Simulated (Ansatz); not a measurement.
# Ta4Ga: the cost of one run

Program: Ansatz 0.2.0. Level of theory: DFT PBE, scalar-relativistic, plane waves, PAW. These are calculated values, not measurements.

1 further run of the same task is left out (set aside as unsound or not needed). Runs told in other sessions of the task aren't counted.

## Step 1: The starting structure

The structure is hexagonal, space group P6/mmm (No. 191). Conventional cell: a = 4.651 Å, b = 4.651 Å, c = 7.998 Å, α = 90.00°, β = 90.00°, γ = 120.00°. Ta (site symmetry -6m2) has 9 Ta at 2.69 to 2.96 Å in its first shell of neighbours. Around Ta (site symmetry 6mm) lie 1 Ta at 2.49 Å and 1 Ga at 2.75 Å. Around Ga (site symmetry 6/mmm) lie 2 Ta at 2.75 Å.

As a file:

```cif
data_structure
_symmetry_space_group_name_H-M 'P 1'
_symmetry_Int_Tables_number 1
_cell_length_a 4.6513
_cell_length_b 4.6513
_cell_length_c 7.9975
_cell_angle_alpha 90.000
_cell_angle_beta 90.000
_cell_angle_gamma 120.000
_cell_volume 149.84
loop_
_atom_site_label
_atom_site_type_symbol
_atom_site_fract_x
_atom_site_fract_y
_atom_site_fract_z
_atom_site_occupancy
Ta1 Ta 0.33333 0.66667 0.50000 1
Ta2 Ta 0.00000 0.00000 0.34436 1
Ta3 Ta 0.00000 0.00000 0.65564 1
Ta4 Ta 0.66667 0.33333 0.50000 1
Ga1 Ga 0.00000 0.00000 0.00000 1
```

It is the end of an earlier relaxation with the same method, from a generated guess; it needn't be the stable form of this composition. At a tolerance of 0.05 Å it has space group P6/mmm (No. 191); it has 29.97 Å³/atom, an uncorrected energy of +1.21 eV/atom over the elements.

## Step 2: Electronic structure at the relaxed geometry

input.yaml reads:

```yaml
crystal:
  lattice:
    - [4.6512501971, 0.0, 0.0]
    - [-2.3256250986, 4.02810083, 0.0]
    - [0.0, 0.0, 7.9975496353]
  atoms:
    - { symbol: Ta, position: [0.3333333333, 0.6666666667, 0.5] }
    - { symbol: Ta, position: [0.0, 0.0, 0.344362463] }
    - { symbol: Ta, position: [0.0, 0.0, 0.655637537] }
    - { symbol: Ta, position: [0.6666666667, 0.3333333333, 0.5] }
    - { symbol: Ga, position: [0.0, 0.0, 0.0] }
basis:
  ecutwfc: 420
kpoints:
  mp_grid: { grid: [12, 12, 6] }
  band_path:
    path:
      - [[0.0, 0.0, 0.0], [0.5, 0.0, 0.0], [0.33333333, 0.33333333, 0.0], [0.0, 0.0, 0.0], [0.0, 0.0, 0.5], [0.5, 0.0, 0.5], [0.33333333, 0.33333333, 0.5], [0.0, 0.0, 0.5]]
      - [[0.5, 0.0, 0.5], [0.5, 0.0, 0.0]]
      - [[0.33333333, 0.33333333, 0.5], [0.33333333, 0.33333333, 0.0]]
    npoints: 14
hamiltonian:
  xc: pbe
scf:
  occupations: { method: gaussian, width: 0.1 }
  n_extra_bands: 12
output:
  forces: true
  stress: true
  eigenvalues: true
  populations: true
  dos: { projected: true, de: 0.02, nscf_kmesh: { grid: [15, 15, 8] } }
  bader: true
  write_density: true
  write_potential: true
  elf: true
  volumetric_format: npy
```

Started as:

```
ansatz run input.yaml --threads 1 --pin off --max-ram 2560MiB --backend cpu --events-out ev --progress --plain --runs-dir out
```

**Question.** How long does this run take on 1 thread of Intel Xeon 6975P-C (Granite Rapids), shared host, and how much memory does it need?

About 80 s, with a peak of 0.83 GiB.
